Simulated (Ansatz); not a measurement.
**AlGe₃H₉: up Jacob's ladder to CCSD(T)**

An exercise on one series of results from a longer session: the logs are not shown, and one member is left open.

Method: functionals in def2-TZVPP, the program's frozen cores in correlated methods; program: Ansatz 0.2.0, Gaussian basis.

The runs, in order: LDA (SPW92), PBE-D4, revPBE-D4, BLYP-D4, r2SCAN-D4, B97M-V, PBE0-D4, B3LYP-D4, r2SCANh-D4, r2SCAN0-D4, HSE06-D4, BHLYP-D4, CAM-B3LYP-D4, LC-ωPBE, ωB97X-V, ωB97M-V, B2PLYP, PBE-QIDH; CCSD(T)/def2-SVP; CCSD(T)/def2-TZVPP; MP2/def2-QZVPP; extrapolation to the limit; RPA on PBE.

### Structure used throughout

An earlier PBE0-D4 in a triple-zeta def2 set relaxation fixed the geometry.

SMILES `[GeH3][Al]([GeH3])[GeH3]`, 13 atoms, charge 0, spin multiplicity 1.

Atoms are counted from 1 here; the program's logs count them from 0.

Bond lengths: Ge1–Al2 2.481 Å, Ge1–H5 1.544 Å, Ge1–H6 1.541 Å, Ge1–H7 1.541 Å, Al2–Ge3 2.481 Å, Al2–Ge4 2.481 Å, Ge3–H8 1.541 Å, Ge3–H9 1.541 Å, Ge3–H10 1.544 Å, Ge4–H11 1.541 Å, Ge4–H12 1.544 Å, Ge4–H13 1.541 Å. Angles: Al2–Ge1–H5 109.6°, Al2–Ge1–H6 113.3°, Al2–Ge1–H7 112.8°, H5–Ge1–H6 106.7°, H5–Ge1–H7 106.5°, H6–Ge1–H7 107.5°, Ge1–Al2–Ge3 120.5°, Ge1–Al2–Ge4 119.7°, Ge3–Al2–Ge4 119.8°, Al2–Ge3–H8 112.9°, Al2–Ge3–H9 113.3°, Al2–Ge3–H10 109.6°, H8–Ge3–H9 107.5°, H8–Ge3–H10 106.5°, H9–Ge3–H10 106.7°, Al2–Ge4–H11 113.1°, Al2–Ge4–H12 109.6°, Al2–Ge4–H13 113.1° and more.

The first run:

The input, in.yaml:

```yaml
crystal:
  periodic: [false, false, false]
  atoms:
    - {symbol: Ge, position_ang: [-1.213344, 1.971262, -0.893515]}
    - {symbol: Al, position_ang: [-0.014949, 0.002737, 0.024273]}
    - {symbol: Ge, position_ang: [1.796910, 0.298121, 1.692638]}
    - {symbol: Ge, position_ang: [-0.594591, -2.273341, -0.774503]}
    - {symbol: H, position_ang: [-0.497254, 2.463253, -2.170248]}
    - {symbol: H, position_ang: [-1.257291, 3.166526, 0.078086]}
    - {symbol: H, position_ang: [-2.665367, 1.651773, -1.300383]}
    - {symbol: H, position_ang: [1.945227, -0.910716, 2.637395]}
    - {symbol: H, position_ang: [1.618113, 1.552200, 2.570116]}
    - {symbol: H, position_ang: [3.149540, 0.455663, 0.964280]}
    - {symbol: H, position_ang: [-1.150724, -2.286097, -2.211853]}
    - {symbol: H, position_ang: [-1.692595, -2.875634, 0.129088]}
    - {symbol: H, position_ang: [0.596725, -3.250250, -0.730571]}
basis:
  gaussian: {orbitals: def2-TZVPP}
hamiltonian: {xc: lda}
output: {orbitals: {seedname: orbitals}}
```

Launch:

```bash
> ansatz run in.yaml --threads 2 --pin off --events-out ev --progress --plain --max-ram 20480MiB --backend cuda --devices 0, --max-vram 18GiB
```

Among the steps run: LDA; PBE-D4 (GGA); revPBE-D4 (GGA); BLYP-D4 (GGA); r2SCAN-D4 (meta-GGA); B97M-V (meta-GGA); B3LYP-D4 (hybrid); r2SCANh-D4 (hybrid); r2SCAN0-D4 (hybrid); HSE06-D4 (hybrid); BHLYP-D4 (hybrid); CAM-B3LYP-D4 (range-separated); LC-ωPBE (range-separated); ωB97X-V (range-separated); ωB97M-V (range-separated); B2PLYP (double hybrid); PBE-QIDH (double hybrid).

One table of the session follows, with a row left open; its other results are not shown here.

It belongs to the step «Frontier levels by functional». 

```
  functional  HOMO (eV)  LUMO (eV)  gap (eV)
 LDA (SPW92)      -6.42      -3.42      3.00
      PBE-D4      -6.33      -3.26      3.06
   revPBE-D4      -6.29      -3.18      3.11
     BLYP-D4      -6.18      -3.12      3.07
   r2SCAN-D4          ?          ?         ?
      B97M-V      -6.64      -3.24      3.40
     PBE0-D4      -7.32      -2.57      4.76
    B3LYP-D4      -7.14      -2.72      4.42
  r2SCANh-D4      -6.95      -2.87      4.07
  r2SCAN0-D4      -7.49      -2.51      4.98
    HSE06-D4      -6.94      -2.94      4.00
    BHLYP-D4      -8.21      -1.77      6.44
CAM-B3LYP-D4      -8.51      -1.57      6.94
     LC-ωPBE      -9.77      -0.56      9.20
     ωB97X-V      -9.46      -0.69      8.78
     ωB97M-V      -9.25      -0.92      8.33
```

**Question.** Estimate the row for r2SCAN-D4.

Worked estimate for «HOMO (eV)». Against the share of exact exchange, r2SCANh-D4 (0.1, -6.95), r2SCAN0-D4 (0.25, -7.49) give a slope of -3.60 per unit share; at 0 the line stands at -6.59.

**Answer.** HOMO (eV): -6.59; LUMO (eV): -3.12; gap (eV): 3.47. In «HOMO (eV)» the line misses by 0.00.
